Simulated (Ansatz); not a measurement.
Task: a geometry optimisation of C₃H₈FNSi, SMILES N[Si@@H]1CC[C@H]1F, with Ansatz's Python interface. Give the script and its output. Settings: CAM-B3LYP, 6-31G* basis, multiplicity 1.

```yaml
atoms:
  - { symbol: N, position_ang: [1.8506, 0.7043, 0.8690] }
  - { symbol: Si, position_ang: [0.7530, 0.6265, -0.4174] }
  - { symbol: C, position_ang: [-1.0379, 0.8940, 0.0776] }
  - { symbol: C, position_ang: [-1.1650, -0.6451, 0.3089] }
  - { symbol: C, position_ang: [-0.0618, -1.0639, -0.7222] }
  - { symbol: F, position_ang: [-0.4894, -1.2341, -1.9945] }
  - { symbol: H, position_ang: [1.5594, 0.1120, 1.6427] }
  - { symbol: H, position_ang: [2.7667, 0.3711, 0.5779] }
  - { symbol: H, position_ang: [1.2482, 1.3689, -1.5970] }
  - { symbol: H, position_ang: [-1.2147, 1.5081, 0.9639] }
  - { symbol: H, position_ang: [-1.6557, 1.2680, -0.7448] }
  - { symbol: H, position_ang: [-0.9414, -0.9569, 1.3408] }
  - { symbol: H, position_ang: [-2.1605, -1.0454, 0.0798] }
  - { symbol: H, position_ang: [0.5484, -1.9075, -0.3849] }
```

`opt.py`:
```python
import itertools
import warnings

import ansatz
from ase.data import atomic_numbers, covalent_radii
import numpy as np

warnings.simplefilter("ignore", ansatz.DeckWarning)

mol = (
    ansatz.Crystal.molecule()
    .atom("N", (1.8506, 0.7043, 0.869))
    .atom("Si", (0.753, 0.6265, -0.4174))
    .atom("C", (-1.0379, 0.894, 0.0776))
    .atom("C", (-1.165, -0.6451, 0.3089))
    .atom("C", (-0.0618, -1.0639, -0.7222))
    .atom("F", (-0.4894, -1.2341, -1.9945))
    .atom("H", (1.5594, 0.112, 1.6427))
    .atom("H", (2.7667, 0.3711, 0.5779))
    .atom("H", (1.2482, 1.3689, -1.597))
    .atom("H", (-1.2147, 1.5081, 0.9639))
    .atom("H", (-1.6557, 1.268, -0.7448))
    .atom("H", (-0.9414, -0.9569, 1.3408))
    .atom("H", (-2.1605, -1.0454, 0.0798))
    .atom("H", (0.5484, -1.9075, -0.3849))
)

calc = mol.calculation().basis(gaussian="6-31G*").functional("cam_b3lyp")
symbols = [site.symbol for site in mol.cartesian_sites]
start = np.array([site.position_ang for site in mol.cartesian_sites], dtype=float)
def progress(event):
    if event["event"] == "relax_step":
        row = event["data"]
        print(f"step {row['step']:3d}  E = {row['lagrangian_ev']:.6f} eV  largest force component {row['allowed_force_max_ev_ang']:.4f} eV/A")


rep = calc.relax(force_tolerance=0.005).session().plan().execute(on_event=progress).report
end = np.array(rep["positions_ang"])

print("reference energy %16.6f eV" % rep["reference_energy_ev"])
print("total energy     %16.6f eV" % rep["free_energy_ev"])
print("occupied orbitals outside the frozen core (up, down):", rep["n_occupied"], " frozen:", rep["n_frozen"], " virtual:", rep["n_virtual"])

radius = [covalent_radii[atomic_numbers[s]] for s in symbols]
span = lambda where, i, j: np.linalg.norm(where[i] - where[j])
bonded = [(i, j) for i, j in itertools.combinations(range(len(symbols)), 2) if min(span(start, i, j), span(end, i, j)) < 1.2 * (radius[i] + radius[j])]
print("pair        before    after (A)")
for i, j in bonded:
    print(f"{symbols[i]}{i}-{symbols[j]}{j}".ljust(10), f"{span(start, i, j):8.4f} {span(end, i, j):8.4f}")
for first, second in list(itertools.combinations(bonded, 2)):
    shared = set(first) & set(second)
    if shared and symbols[(j := shared.pop())] != "H":
        i, k = sorted((set(first) | set(second)) - {j})
        u, v = end[i] - end[j], end[k] - end[j]
        angle = np.degrees(np.arccos(np.clip(u @ v / np.linalg.norm(u) / np.linalg.norm(v), -1, 1)))
        print(f"final angle {symbols[i]}{i}-{symbols[j]}{j}-{symbols[k]}{k}: {angle:.2f} deg")

charges = rep["charge_distribution"]
dipole = np.array(charges["dipole_moment_e_ang"]) * 4.803205
print("dipole (D): {:.3f} {:.3f} {:.3f}, length {:.3f}".format(*dipole, np.linalg.norm(dipole)))
print("atom  Mulliken   Lowdin")
for symbol, m, l in zip(symbols, charges["mulliken_charges_e"], charges["lowdin_charges_e"]):
    print(f"{symbol:4s} {m:9.3f} {l:8.3f}")
```

```console
$ python opt.py
step   1  E = -15321.698031 eV  largest force component 2.0670 eV/A
step   2  E = -15321.975580 eV  largest force component 1.1607 eV/A
step   3  E = -15322.035113 eV  largest force component 0.5905 eV/A
step   4  E = -15322.067193 eV  largest force component 0.4254 eV/A
step   5  E = -15322.078798 eV  largest force component 0.3573 eV/A
step   6  E = -15322.086409 eV  largest force component 0.3984 eV/A
step   7  E = -15322.087041 eV  largest force component 0.3698 eV/A
step   8  E = -15322.087396 eV  largest force component 0.3255 eV/A
step   9  E = -15322.088988 eV  largest force component 0.0607 eV/A
step  10  E = -15322.088523 eV  largest force component 0.1354 eV/A
step  11  E = -15322.089478 eV  largest force component 0.0278 eV/A
step  12  E = -15322.089526 eV  largest force component 0.0100 eV/A
step  13  E = -15322.089538 eV  largest force component 0.0044 eV/A
reference energy    -15322.089650 eV
total energy        -15322.089650 eV
occupied orbitals outside the frozen core (up, down): [28, 28]  frozen: 0  virtual: [82, 82]
pair        before    after (A)
N0-Si1       1.6928   1.7217
N0-H6        1.0170   1.0107
N0-H7        1.0173   1.0106
Si1-C2       1.8772   1.8939
Si1-C4       1.9011   1.9197
Si1-H8       1.4791   1.4845
C2-C3        1.5616   1.5599
C2-H9        1.0927   1.0924
C2-H10       1.0945   1.0938
C3-C4        1.5670   1.5415
C3-H11       1.1009   1.0963
C3-H12       1.0972   1.0949
C4-F5        1.3530   1.4055
C4-H13       1.0944   1.0931
final angle Si1-N0-H6: 121.78 deg
final angle Si1-N0-H7: 121.41 deg
final angle N0-Si1-C2: 114.04 deg
final angle N0-Si1-C4: 122.23 deg
final angle N0-Si1-H8: 107.02 deg
final angle H6-N0-H7: 111.74 deg
final angle C2-Si1-C4: 77.94 deg
final angle C2-Si1-H8: 120.86 deg
final angle Si1-C2-C3: 88.33 deg
final angle Si1-C2-H9: 119.73 deg
final angle Si1-C2-H10: 112.64 deg
final angle C4-Si1-H8: 113.29 deg
final angle Si1-C4-C3: 87.93 deg
final angle Si1-C4-F5: 107.72 deg
final angle Si1-C4-H13: 126.77 deg
final angle C3-C2-H9: 115.29 deg
final angle C3-C2-H10: 111.88 deg
final angle C2-C3-C4: 101.32 deg
final angle C2-C3-H11: 110.36 deg
final angle C2-C3-H12: 115.44 deg
final angle H9-C2-H10: 107.96 deg
final angle C4-C3-H11: 109.32 deg
final angle C4-C3-H12: 112.42 deg
final angle C3-C4-F5: 109.16 deg
final angle C3-C4-H13: 115.63 deg
final angle H11-C3-H12: 107.82 deg
final angle F5-C4-H13: 107.74 deg
dipole (D): 1.175 -0.091 2.566, length 2.824
atom  Mulliken   Lowdin
N       -0.862   -0.515
Si       0.636    0.326
C       -0.486   -0.370
C       -0.344   -0.266
C        0.036   -0.193
F       -0.330   -0.055
H        0.330    0.240
H        0.334    0.242
H       -0.074   -0.073
H        0.153    0.136
H        0.171    0.153
H        0.145    0.138
H        0.163    0.128
H        0.128    0.111
```

Total energies depend on the basis set; only differences at equal settings carry meaning. The end point is the stationary point reached from this start; no frequency run checks that it is a minimum, and the basis set is modest. The Löwdin charges here are taken after orthogonalising the functions within each atom; they differ from plain Löwdin charges, and their signs can be unphysical. The whole script took 3.3 min on 1 thread of Arm Neoverse N1 (shared host), peak memory 0.4 GiB.
